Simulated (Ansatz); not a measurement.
# C₃H₇B: up Jacob's ladder to CCSD(T)

An exercise on one series of results from a longer session: the logs are not shown, and one member is left open.

The runs use Ansatz 0.2.0, Gaussian basis; functionals in def2-TZVPP, the program's frozen cores in correlated methods.

The runs, in order: LDA (SPW92), PBE-D4, revPBE-D4, BLYP-D4, r2SCAN-D4, B97M-V, PBE0-D4, B3LYP-D4, r2SCANh-D4, r2SCAN0-D4, HSE06-D4, BHLYP-D4, CAM-B3LYP-D4, LC-ωPBE, ωB97X-V, ωB97M-V, B2PLYP, PBE-QIDH; CCSD(T)/def2-SVP; CCSD(T)/def2-TZVPP; MP2/def2-QZVPP; extrapolation to the limit; RPA on PBE.

### Structure used throughout

The geometry comes from an earlier relaxation with PBE0-D4 in a triple-zeta def2 set; it is a stationary point, not always the lowest conformer.

11 atoms, charge 0, spin multiplicity 1.

Atoms are counted from 1 here; the program's logs count them from 0.

Bond lengths: C1–C2 1.511 Å, C1–H5 1.094 Å, C1–H6 1.093 Å, C1–H7 1.094 Å, C2–B3 1.525 Å, C2–C4 1.540 Å, C2–H8 1.090 Å, B3–C4 1.524 Å, B3–H9 1.185 Å, C4–H10 1.086 Å, C4–H11 1.089 Å. Angles: C2–C1–H5 111.3°, C2–C1–H6 111.3°, C2–C1–H7 111.3°, H5–C1–H6 108.2°, H5–C1–H7 107.3°, H6–C1–H7 107.3°, C1–C2–B3 122.6°, C1–C2–C4 120.0°, C1–C2–H8 113.8°, B3–C2–C4 59.6°, B3–C2–H8 116.3°, C4–C2–H8 113.8°, C2–B3–C4 60.6°, C2–B3–H9 149.9°, C4–B3–H9 149.3°, C2–C4–B3 59.7°, C2–C4–H10 118.0°, C2–C4–H11 117.6° and more.

The first run:

Input file in.yaml:

```yaml
crystal:
  periodic: [false, false, false]
  atoms:
    - {symbol: C, position_ang: [-0.750194, 1.112673, 0.369417]}
    - {symbol: C, position_ang: [-0.382308, -0.183051, -0.314708]}
    - {symbol: B, position_ang: [0.970433, -0.404733, -0.983957]}
    - {symbol: C, position_ang: [0.657591, -1.121508, 0.324348]}
    - {symbol: H, position_ang: [-1.440354, 0.941554, 1.201306]}
    - {symbol: H, position_ang: [-1.223057, 1.808940, -0.327596]}
    - {symbol: H, position_ang: [0.133099, 1.611545, 0.777943]}
    - {symbol: H, position_ang: [-1.231380, -0.704280, -0.756085]}
    - {symbol: H, position_ang: [1.740721, -0.149750, -1.848049]}
    - {symbol: H, position_ang: [0.440972, -2.185973, 0.343297]}
    - {symbol: H, position_ang: [1.149878, -0.782514, 1.234484]}
basis:
  gaussian: {orbitals: def2-TZVPP}
hamiltonian: {xc: lda}
output: {orbitals: {seedname: orbitals}}
```

The run is started by

```bash
$ ansatz run in.yaml --threads 2 --pin off --events-out ev --progress --plain --max-ram 4352MiB
```

Among the steps run: LDA; PBE-D4 (GGA); revPBE-D4 (GGA); BLYP-D4 (GGA); r2SCAN-D4 (meta-GGA); B97M-V (meta-GGA); B3LYP-D4 (hybrid); r2SCANh-D4 (hybrid); r2SCAN0-D4 (hybrid); HSE06-D4 (hybrid); BHLYP-D4 (hybrid); CAM-B3LYP-D4 (range-separated); LC-ωPBE (range-separated); ωB97X-V (range-separated); ωB97M-V (range-separated); B2PLYP (double hybrid); PBE-QIDH (double hybrid).

One of the session's tables, all rows but one given; the rest of the session is left out.

It belongs to the step «Orbital energies across the functionals». 

| functional | HOMO (eV) | gap (eV) |
| --- | --- | --- |
| LDA (SPW92) | -5.97 | 3.37 |
| PBE-D4 | -5.86 | 3.54 |
| revPBE-D4 | -5.81 | 3.61 |
| BLYP-D4 | -5.75 | 3.59 |
| r2SCAN-D4 | -6.07 | 4.17 |
| B97M-V | -6.16 | 4.20 |
| PBE0-D4 | -7.11 | 5.83 |
| B3LYP-D4 | -6.92 | 5.41 |
| r2SCANh-D4 | -6.54 | 4.99 |
| r2SCAN0-D4 | -7.25 | 6.21 |
| HSE06-D4 | ? | ? |
| BHLYP-D4 | -8.30 | 8.08 |
| CAM-B3LYP-D4 | -8.52 | 8.35 |
| LC-ωPBE | -9.89 | 10.96 |
| ωB97X-V | -9.52 | 10.45 |
| ωB97M-V | -9.40 | 10.07 |

**Question.** Estimate the row for HSE06-D4.

The run gave: HOMO (eV): -6.71; gap (eV): 5.04. In the column «HOMO (eV)» it lies between B3LYP-D4 (-6.92) and r2SCANh-D4 (-6.54).
